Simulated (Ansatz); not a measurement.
# Ti: one crystal by all-electron and frozen-core methods

The same cell of Ti is computed with all-electron LAPW, frozen-core PAW and datasets made for this crystal, to set the results side by side.

Computed with Ansatz 0.2.0 (DFT PBEsol, scalar-relativistic, unless a step's input says otherwise).

**1. Starting point**

The structure is hexagonal, space group P6_3/mmc (No. 194). The conventional cell has a = 2.950 Å, b = 2.950 Å, c = 4.686 Å, α = 90.00°, β = 90.00°, γ = 120.00°. Ti (site symmetry -6m2) is surrounded by 12 Ti at 2.90 to 2.95 Å.

Coordinates:

```
Ti
1.0
     2.95000    0.00000    0.00000
    -1.47500    2.55477    0.00000
     0.00000    0.00000    4.68600
Ti
2
Direct
  0.33333 0.66667 0.25000
  0.66667 0.33333 0.75000
```

The cell comes from a crystallographic database entry that wasn't checked; take it as a given geometry, which may be far from equilibrium.

Atoms are numbered in the order of the input: Ti1, Ti2.

**2. All-electron LAPW**

The input, input.yaml:

```yaml
crystal:
  lattice:
    - [2.9499978604, 0.0, 0.0]
    - [-1.4749989302, 2.5547730882, 0.0]
    - [0.0, 0.0, 4.686]
  atoms:
    - { symbol: Ti, position: [0.3333333333, 0.6666666667, 0.25] }
    - { symbol: Ti, position: [0.6666666667, 0.3333333333, 0.75] }
kpoints:
  mp_grid: { grid: [13, 13, 7] }
  band_path:
    path:
      - [0.0, 0.0, 0.0]
      - [0.5, 0.0, 0.0]
      - [0.3333333333, 0.3333333333, 0.0]
      - [0.0, 0.0, 0.0]
      - [0.0, 0.0, 0.5]
      - [0.5, 0.0, 0.5]
      - [0.3333333333, 0.3333333333, 0.5]
      - [0.0, 0.0, 0.5]
      - [0.5, 0.0, 0.5]
    npoints: 14
scf:
  occupations: { method: fermi_dirac, width: 0.08 }
hamiltonian:
  xc: pbesol
  pseudopotentials: { kind: all_electron, lapw: { basis_error: 0.0005 } }
output:
  forces: true
  stress: true
  eigenvalues: true
  populations: true
  dos: { projected: true, de: 0.2, e_range: [-14, 8] }
```

Command:

```bash
$ ansatz run input.yaml --threads 1 --pin off --max-ram 3072MiB --backend cpu --events-out ev --progress --plain --runs-dir out
```

The program printed:

```text
Ti: projections on atomic orbitals take those of the free atom 1s2 2s2 2p6 3s2 3p6 3d2 4s2, of charge +0.00 (hamiltonian.pseudopotentials.projection_atoms)
LAPW: plane waves up to 7.879 Å⁻¹, error target 5.0e-4 eV per atom; small_component_spin mean_spin; Ti in spheres of 1.448 Å, 12 of its electrons in bands, Dirac shells []
Engine: ansatz 0.2.0
Pseudopotentials: kind: all_electron
Pseudopotential: Ti, LAPW, valence charge 12, Koelling and Harmon's equation, gaussian nucleus
Functional definition: PBEsol
  exchange = pbesol_x
  correlation = pbesol_c
Crystal: 2 atoms, lattice volume = 35.316 Å³
Basis set: ecut = 236.49195039438044 eV, 299 PW (Γ), exchange–correlation at level 2
Bands: 16, of which v1, the nominal top of the filled ones, is band 12 counted from 1 (11 counted from 0)
Symmetry: 24 space group operations
Space group: P63/mmc (ITA 194), of the structure as read, at distance tolerance 3.3e-5 Å
k-points: 84 of 1183
Non-local potential: Ti, projectors of the file, none
Initial density: superposition of atomic densities (chi_scale 0.1, normalization cell)
Initial wavefunctions: plane waves of lowest kinetic energy (no species holds an atomic orbital)
Functional: x = pbesol(κ = 0.804, μ = 0.12345679012345678), c = pbesol(β = 0.046)
iter 1 solved again at ethr=7.20e-4 eV; its pass at ethr=1.00e-1 eV (dr2=1.73e-1 eV) is discarded
SCF iter   1: F=—  HF=-46415.544593 eV  |F-HF|=—  |Δ(HF+E_count)|=         —  Δρ=2.58e-2  dr2=1.74e-1  ethr=7.20e-4  ⟨swp⟩=2.6  Hψ=9557  notcnv=0
preconditioner: auto → none  [metal: Δε(μ)=0.003 eV  Ē_g=3.118 eV  σ=0.080 eV  W_gap=0.01  n_scr=8 (ndim 8)  ℏωp=17.7 eV  f_vac=0.000  D(μ)=1.80/eV (n_scr^D=22)  sad-step TF]
SCF iter   2: F=—  HF=-46415.162612 eV  |F-HF|=—  |Δ(HF+E_count)|=   3.82e-1  Δρ=8.77e-3  dr2=2.88e-2  ethr=7.20e-4  ⟨swp⟩=3.0  Hψ=4938  notcnv=0
SCF iter   3: F=—  HF=-46415.133614 eV  |F-HF|=—  |Δ(HF+E_count)|=         —  Δρ=5.76e-3  dr2=1.05e-2  ethr=1.20e-4  ⟨swp⟩=2.8  Hψ=4606  notcnv=0
the basis was enlarged: its passes take 786.5 KiB over the memory plan, 1 of 1 planned eigensolver slots
iter 4 solved again at ethr=3.80e-7 eV; its pass at ethr=4.39e-5 eV (dr2=9.12e-5 eV) is discarded
SCF iter   4: F=—  HF=-46415.131483 eV  |F-HF|=—  |Δ(HF+E_count)|=   2.13e-3  Δρ=5.48e-4  dr2=9.12e-5  ethr=3.80e-7  ⟨swp⟩=2.3  Hψ=7170  notcnv=0
SCF iter   5: F=—  HF=-46415.131470 eV  |F-HF|=—  |Δ(HF+E_count)|=   1.27e-5  Δρ=6.84e-5  dr2=1.31e-6  ethr=3.80e-7  ⟨swp⟩=2.0  Hψ=4327  notcnv=0
SCF iter   6: F=-46415.131469 eV  HF=-46415.131469 eV  |F-HF|=1.03e-8  |Δ(HF+E_count)|=   1.77e-6  Δρ=4.69e-6  dr2=6.18e-9  ethr=5.44e-9  ⟨swp⟩=3.0  Hψ=4651  notcnv=0
SCF 1 converged in 6 iterations: F = -46415.131469 eV  dr2 = 6.18e-9
NSCF: frozen V_eff on 113 k-points
SCF converged after 6 iterations
Free energy (F): -46415.131469 eV
Harris-Foulkes:  -46415.131469 eV  (|F-HF|=1.03e-8)
Internal energy: -46415.082537 eV  (E = F + TS)
E sigma→0 (E₀):  -46415.107003 eV
Entropy (-TS):   -0.048932 eV (-24.466 meV/atom)
Fermi energy:    13.391176 eV
--- Per-component energies (eV) ---
  E_band       = -312.211962
  E_kinetic    = 46853.246583
  E_xc         = -2242.539050
  E_electrostatic = -91025.790069  (all electrons and nuclei)
  E_smearing   = -0.048932  (= −TS)
  E_closure    = 0.000000  (closes the sum)
  E_atoms      = -46400.709995  (free atoms, spherical and without spin; not in F)
  Σ components = -46415.131469   (vs F -46415.131469, Δ=0.00e0)
  Basis errors (estimates in eV, not in F): energy 5.9e-5 per atom: plane waves 4.2e-5 (2.1e-5 summed), levels above the bands 2.6e-11, relativity 3.4e-9, radial functions 1.8e-5, core shells 2.3e-8; eigenvalues (radial functions only) 2.6e-7; not estimated: angular momenta, meshes, grids; target (lapw.basis_error) 5.0e-4; muffin-tin radii Ti 1.448 Å
--- Forces (eV/Å), atoms counted from 1 ---
  atom   1  Ti     0.00000000    -0.00000000     0.00000000
  atom   2  Ti     0.00000000     0.00000000     0.00000000
  max |Σ_I F_I| component: 3.70e-17 eV/Å
--- Stress (GPa, compression-positive) ---
       -5.650007      -0.000000       0.000000
        0.000000      -5.650007       0.000000
        0.000000       0.000000      -6.135119
  P = ⅓ Tr σ = -5.8117 GPa (-58.117 kbar)
--- Band table (eV; the first three rows and the last of 84) ---
  k-point 0: bands = ["-43.2053", "-43.0749", "-19.8929", "-19.2772", "-19.2772", "-19.2116", "-19.1808", "-19.1808", "7.2471", "10.7507", "14.1064", "14.1746", "14.1746", "14.2733", "14.6597", "14.6597"]
  k-point 1: bands = ["-43.1989", "-43.0815", "-19.8604", "-19.2724", "-19.2724", "-19.2467", "-19.1856", "-19.1856", "7.4160", "10.6522", "13.8420", "14.1015", "14.1015", "14.1809", "14.5708", "14.5708"]
  k-point 2: bands = ["-43.1810", "-43.0997", "-19.7687", "-19.3442", "-19.2591", "-19.2591", "-19.1990", "-19.1990", "7.9033", "10.2562", "13.4511", "13.9337", "14.0171", "14.0171", "14.3675", "14.3675"]
  k-point 83: bands = ["-43.0640", "-43.0613", "-19.7183", "-19.7122", "-19.5537", "-19.5076", "-19.3158", "-19.3059", "11.9470", "11.9875", "12.4493", "12.5808", "13.1519", "13.2601", "14.9084", "15.2369"]
--- Löwdin populations: 2 sites ---
  site symbol       q [e]
     0     Ti     21.8725
     1     Ti     21.8725
  spilling = 0.005794 (of n_electrons = 44.000000)
```

Run time: 11 s. Hardware: 1 thread of Intel Xeon 6975P-C (Granite Rapids), shared host; peak memory 0.36 GiB.

Result: pressure -5.81 GPa; no gap.

Levels at the path's labelled points, in eV from the Fermi level:

```csv
point,band 9,band 10,band 11,band 12,band 13,band 14,band 15
Γ,-6.14,-2.64,0.72,0.78,0.78,0.88,1.27
M,-2.31,-2.11,-1.80,-0.61,0.50,0.61,1.16
K,-1.63,-1.35,-1.35,-1.27,0.23,0.23,1.48
Γ,-6.14,-2.64,0.72,0.78,0.78,0.88,1.27
A,-4.32,-4.32,0.09,0.09,0.69,0.69,0.69
L,-2.50,-2.50,-0.79,-0.79,1.30,1.30,1.73
H,-1.21,-1.21,-1.05,-1.05,-0.21,-0.21,1.66
A,-4.32,-4.32,0.09,0.09,0.69,0.69,0.69
L,-2.50,-2.50,-0.79,-0.79,1.30,1.30,1.73
```

States per cell, counted by energy window (eV from the Fermi level, on a grid of 0.20 eV):

```csv
from,to,total,Ti 3d,Ti 4s
-7,-6,0.00,0.00,0.00
-6,-5,0.13,0.00,0.12
-5,-4,0.30,0.02,0.26
-4,-3,0.51,0.10,0.39
-3,-2,1.48,0.89,0.56
-2,-1,2.44,2.12,0.24
-1,0,2.91,2.59,0.14
0,1,3.90,3.54,0.15
1,2,3.05,2.84,0.08
2,3,1.11,1.09,0.01
```

**3. Frozen-core PAW**

input.yaml: that of step 2 with these lines changed.

```diff
@@ -26,3 +26,3 @@
   xc: pbesol
-  pseudopotentials: { kind: all_electron, lapw: { basis_error: 0.0005 } }
+  pseudopotentials: { kind: paw }
 output:
@@ -31,3 +31,9 @@
   eigenvalues: true
+  efg: { contact_densities: true }
   populations: true
+  bader: true
   dos: { projected: true, de: 0.2, e_range: [-14, 8] }
+  write_density: true
+  write_potential: true
+  elf: true
+  volumetric_format: npy
```

Command:

```bash
$ ansatz run input.yaml --threads 1 --pin off --max-ram 3072MiB --backend cpu --events-out ev --progress --plain --runs-dir out
```

The program printed:

```text
[... 1 set-up line as earlier in the session ...]
Pseudopotentials: kind: paw
Pseudopotential: Ti, paw, valence charge 12, recommended cutoff 420 eV (normal)
[... 3 set-up lines as earlier in the session ...]
Crystal: 2 atoms, lattice volume = 35.316 Å³
Basis set: ecut = 420 eV, 687 PW (Γ), exchange–correlation on 40×40×64 points (8 copies of the dense FFT grid, shifted against one another)
Bands: 16, of which v1, the nominal top of the filled ones, is band 12 counted from 1 (11 counted from 0)
[... 2 set-up lines as earlier in the session ...]
k-points: 84 of 1183
Non-local potential: Ti, projectors of the file, l = 0: 3, l = 1: 2, l = 2: 3, l = 3: 1
PAW form: soft (Blöchl's): semilocal exchange-correlation on the pseudo side does not see the compensation charge
PAW frozen core: Ti, regenerated for the run's functional, and the local potential with it (the file was generated under x = pbe(κ = 0.804, μ = 0.2195149727645171), c = pbe(β = 0.06672455060314922))
PAW one-centre angular grid: Ti, 590 points (default); XC on 64 Gauss nodes
Initial density: superposition of atomic densities (neutral atoms: chi_scale 0, normalization atom), corrected by the library's trained network
Initial wavefunctions: pseudopotential atomic-orbital guess
[... 1 set-up line as earlier in the session ...]
SCF iter   1: F=—  HF=-4947.785419 eV  |F-HF|=—  |Δ(HF+E_count)|=         —  Δρ=7.88e-3  dr2=1.69e-2  ethr=1.77e-3  ⟨swp⟩=3.8  Hψ=5476  notcnv=0
preconditioner: auto → none  [metal: Δε(μ)=0.003 eV  Ē_g=2.826 eV  σ=0.080 eV  W_gap=0.01  n_scr=8 (ndim 8)  ℏωp=17.7 eV  f_vac=0.000  D(μ)=2.16/eV (n_scr^D=22)  sad-step TF]
SCF iter   2: F=—  HF=-4947.780551 eV  |F-HF|=—  |Δ(HF+E_count)|=   4.87e-3  Δρ=3.41e-3  dr2=3.29e-3  ethr=7.02e-5  ⟨swp⟩=2.2  Hψ=2379  notcnv=0
SCF iter   3: F=—  HF=-4947.779689 eV  |F-HF|=—  |Δ(HF+E_count)|=   8.62e-4  Δρ=3.17e-4  dr2=1.11e-5  ethr=1.37e-5  ⟨swp⟩=3.0  Hψ=2612  notcnv=0
SCF iter   4: F=—  HF=-4947.779686 eV  |F-HF|=—  |Δ(HF+E_count)|=   2.73e-6  Δρ=3.74e-5  dr2=1.53e-7  ethr=4.62e-8  ⟨swp⟩=2.0  Hψ=2256  notcnv=0
iter 5 did not close the SCF: its close was put off for the readings that it lacked (scf_convergence_deferred on its scf_iter line)
SCF iter   5: F=-4947.779686 eV  HF=-4947.779686 eV  |F-HF|=1.28e-9  |Δ(HF+E_count)|=   2.46e-7  Δρ=2.76e-6  dr2=1.92e-9  ethr=6.38e-10  ⟨swp⟩=2.1  Hψ=1697  notcnv=0
SCF iter   6: F=-4947.779686 eV  HF=-4947.779686 eV  |F-HF|=2.46e-11  |Δ(HF+E_count)|=  4.55e-10  Δρ=4.05e-7  dr2=3.45e-11  ethr=7.99e-12  ⟨swp⟩=3.3  Hψ=6283  notcnv=0
SCF 1 converged in 6 iterations: F = -4947.779686 eV  dr2 = 3.45e-11
NSCF: frozen V_eff on 113 k-points
SCF converged after 6 iterations
Free energy (F): -4947.779686 eV
Harris-Foulkes:  -4947.779686 eV  (|F-HF|=2.46e-11)
Internal energy: -4947.730729 eV  (E = F + TS)
E sigma→0 (E₀):  -4947.755208 eV
Entropy (-TS):   -0.048957 eV (-24.479 meV/atom)
Fermi energy:    12.984427 eV
--- Per-component energies (eV) ---
  E_band       = -321.955631
  E_kinetic    = 543.209580
  E_local      = -1644.534738  (includes V_loc(G=0)·N_el)
  E_nonlocal   = 18.594565
  E_hartree    = 671.805959
  E_xc         = -192.873596
  E_vxc        = -242.301563  (∫ρ·V_xc dr)
  E_paw        = -2044.690230  (= ΣΔE_a)
  E_vpaw       = -340.535598  (= ΣTr[D̂ρ^β])
  E_aug_tail   = 0.000232  (compensation charges beyond the density's cutoff)
  E_ewald      = -2299.521270
  E_core_change = 0.278769  (= ΣΔE_core)
  E_smearing   = -0.048957  (= −TS)
  E_closure    = 0.000000  (closes the sum)
  Σ components = -4947.779686   (vs F -4947.779686, Δ=0.00e0)
--- Forces (eV/Å), atoms counted from 1 ---
  atom   1  Ti     0.00000000    -0.00000000     0.00000000
  atom   2  Ti     0.00000000     0.00000000     0.00000000
  max |Σ_I F_I| component: 1.11e-16 eV/Å
--- Stress (GPa, compression-positive) ---
       -5.640455      -0.000000       0.000000
        0.000000      -5.640455       0.000000
        0.000000       0.000000      -6.127362
  P = ⅓ Tr σ = -5.8028 GPa (-58.028 kbar)
--- PAW observables at the nuclei: V_zz in 10²¹ V/m², potentials from the cell's mean, atoms counted from 1 ---
  atom   1  Ti V_zz =    +1.831702   η = 0.0000   by run symmetry: allowed
            electrostatic potential = -2530.664708 V   contact ρ = 56645.114964 e/Å³
  atom   2  Ti V_zz =    +1.831702   η = 0.0000   by run symmetry: allowed
            electrostatic potential = -2530.664708 V   contact ρ = 56645.114964 e/Å³
--- Band table (eV; the first three rows and the last of 84) ---
  k-point 0: bands = ["-43.6118", "-43.4816", "-20.2993", "-19.6822", "-19.6822", "-19.6177", "-19.5858", "-19.5858", "6.8405", "10.3446", "13.6989", "13.7681", "13.7681", "13.8662", "14.2534", "14.2534"]
  k-point 1: bands = ["-43.6054", "-43.4881", "-20.2668", "-19.6775", "-19.6775", "-19.6528", "-19.5906", "-19.5906", "7.0094", "10.2460", "13.4347", "13.6949", "13.6949", "13.7738", "14.1644", "14.1644"]
  k-point 2: bands = ["-43.5875", "-43.5064", "-20.1751", "-19.7503", "-19.6641", "-19.6641", "-19.6040", "-19.6040", "7.4968", "9.8499", "13.0440", "13.5267", "13.6105", "13.6105", "13.9610", "13.9610"]
  k-point 83: bands = ["-43.4707", "-43.4680", "-20.1240", "-20.1178", "-19.9589", "-19.9128", "-19.7215", "-19.7116", "11.5405", "11.5810", "12.0428", "12.1742", "12.7453", "12.8535", "14.5020", "14.8304"]
--- Löwdin populations: 2 sites ---
  site symbol       q [e]
     0     Ti     11.8627
     1     Ti     11.8627
  spilling = 0.011443 (of n_electrons = 24.000000)
--- Bader charges: 2 sites ---
  site symbol  charge [e]  shift [e]
     0     Ti      0.0000     0.0000
     1     Ti      0.0000     0.0000
  estimated error of the sums over rays = 3.1e-4 e
```

It took 13 s on 1 thread of Intel Xeon 6975P-C (Granite Rapids), shared host; peak memory 0.4 GiB.

Result: pressure -5.80 GPa; no gap; Vzz Ti1 1.83 (η = 0.00) (10²¹ V/m²).

| atom | Bader charge (e) | basin volume (Å³) |
| --- | --- | --- |
| Ti1 | +0.00 | 17.66 |

Density in a lattice plane of the grid's cell (edges 2.95 and 4.69 Å, at 0.333 of the third edge), which holds Ti.

Ten even steps from '0' (0.17 e/Å³) to '9' (10.06 e/Å³):
```
0000000000000000
0000000001121000
0000000024554210
0000000147887520
0000000258999630
0000000147887520
0000000024554210
0000000001121000
0000000000000000
0000000000000000
0000000000000000
0000000000000000
0000000000000000
0000000000000000
0000000000000000
0000000000000000
0000000000000000
0000000000000000
0000000000000000
0000000000000000
```
Columns run along the first of these edges and rows up along the second, over one cell in 16 and 20 even steps from the bottom left corner. Atoms in the plane (fractional): Ti at (0.67, 0.75).

ELF in the same plane.

Ten even steps from ' ' (0.03) to '@' (0.71):
```
--++****++--::....::----::......
..--++**==::..::==**####**==::..
..::====--..::==##%%%%##%%##++::
....----::..--##%%**--::++%%%%==
....::--::..==####==    ::##%%++
....----::..--##%%**--::++%%%%==
..::====--..::==##%%%%##%%##++::
..--++**==::..::==**####**==::..
--++****++--::....::----::......
====++++====----::::::::::::----
--::::::::----==++********++====
............::==**%%@@@@%%##==--
..............--++%%@@@@%%**==::
..::----::....::++%%@@@@%%**--..
..--====--::..::++##@@@@%%**--..
..::----::....::++%%@@@@%%**--..
..............--++%%@@@@%%**==::
............::==**%%@@@@%%##==--
--::::::::----==++********++====
====++++====----::::::::::::----
```
Columns run along the first of these edges and rows up along the second, over one cell in 16 and 20 even steps from the bottom left corner. Atoms in the plane (fractional): Ti at (0.67, 0.75).

Both are smooth fields of the valence electrons: close to the nuclei they are not physical.

The highest ELF values outside the cores: 0.75 between the atoms, 2.1 Å from Ti.

**4. Datasets made for this crystal**

input.yaml: that of step 3 with these lines changed.

```diff
@@ -21,3 +21,3 @@
       - [0.5, 0.0, 0.5]
-    npoints: 14
+    npoints: 8
 scf:
@@ -26,3 +26,3 @@
   xc: pbesol
-  pseudopotentials: { kind: paw }
+  pseudopotentials: { kind: all_electron, datasets: crystal }
 output:
@@ -32,8 +32 @@
   efg: { contact_densities: true }
-  populations: true
-  bader: true
-  dos: { projected: true, de: 0.2, e_range: [-14, 8] }
-  write_density: true
-  write_potential: true
-  elf: true
-  volumetric_format: npy
```

Command:

```bash
$ ansatz run input.yaml --threads 1 --pin off --max-ram 3072MiB --backend cpu --events-out ev --progress --plain --runs-dir out
```

The program printed, cut to the lines that bear on the results:

```text
[...]
band count auto-derived: 13 (N_el = 8.0; filled up to band 4; 8 by the electrons, moments and atoms)
[...]
[... 1 set-up line as earlier in the session ...]
Pseudopotential: Ti, paw, valence charge 12, recommended cutoff 260 eV (normal), Koelling and Harmon's equation, gaussian nucleus
[... 1 set-up line as earlier in the session ...]
[...]
Crystal: 2 atoms, lattice volume = 35.316 Å³
Basis set: ecut = 260 eV, 313 PW (Γ), exchange–correlation on 32×32×50 points (8 copies of the dense FFT grid, shifted against one another)
Bands: 13, of which v1, the nominal top of the filled ones, is band 4 counted from 1 (3 counted from 0)
[... 2 set-up lines as earlier in the session ...]
k-points: 84 of 1183
[...]
  atom   1  Ti    -0.00000000    -0.00000000     0.00000000
  atom   2  Ti    -0.00000000     0.00000000     0.00000000
[...]
--- Stress (GPa, compression-positive) ---
       -5.650231      -0.000000       0.000000
       -0.000000      -5.650231       0.000000
        0.000000       0.000000      -6.135090
  P = ⅓ Tr σ = -5.8119 GPa (-58.119 kbar)
  It holds what live shells' own plane waves past their cutoff add
--- PAW observables at the nuclei: V_zz in 10²¹ V/m², potentials from the cell's mean, atoms counted from 1 ---
  atom   1  Ti V_zz =    +1.803176   η = 0.0000   by run symmetry: allowed
            electrostatic potential = -2529.226953 V   contact ρ = 56692.025415 e/Å³
  atom   2  Ti V_zz =    +1.803176   η = 0.0000   by run symmetry: allowed
            electrostatic potential = -2529.226953 V   contact ρ = 56692.025415 e/Å³
--- Band table (eV; the first three rows and the last of 84) ---
  k-point 0: bands = ["7.2471", "10.7508", "14.1064", "14.1746", "14.1746", "14.2734", "14.6597", "14.6597", "15.0176", "15.0176", "16.5175"]
[...]
```

Wall time 8.7 s (1 thread of Intel Xeon 6975P-C (Granite Rapids), shared host); peak memory 0.41 GiB.

In short: pressure -5.81 GPa; no gap; Vzz Ti1 1.80 (η = 0.00) (10²¹ V/m²).

```csv
atom,contact density (e/Å³)
Ti1,56692.03
```

**5. The methods compared**

```
          method  pressure (GPa)  Vzz Ti1 (10²¹ V/m²)  SCF cycles, all passes
            LAPW           -5.81                    –                       6
             PAW           -5.80                 1.83                       6
crystal datasets           -5.81                 1.80                       7
```

**6. Outcome**

```
           quantity                                              value
           pressure  LAPW -5.81, PAW -5.80, crystal datasets -5.81 GPa
         gap (LAPW)                                               none
Bader charges (PAW)                                        Ti1 +0.00 e
  highest ELF (PAW)                               0.75, 2.07 Å from Ti
```

In words: The pressure of -5.8 GPa pushes the cell to shrink, with the atoms held in place. There is no gap at this level; the crystal is a metal here. Ti 3d carries the largest share, 96 %, of the projected states within 0.3 eV of the Fermi level. The projection holds only the free atom's occupied shells (Ti 4s, Ti 3d in this range). The field gradient at Ti1, the largest by crystal datasets, is 1.83 by PAW and 1.80 by crystal datasets (10²¹ V/m²), within 5 %. PAW lies less than 0.01 GPa from LAPW in pressure.
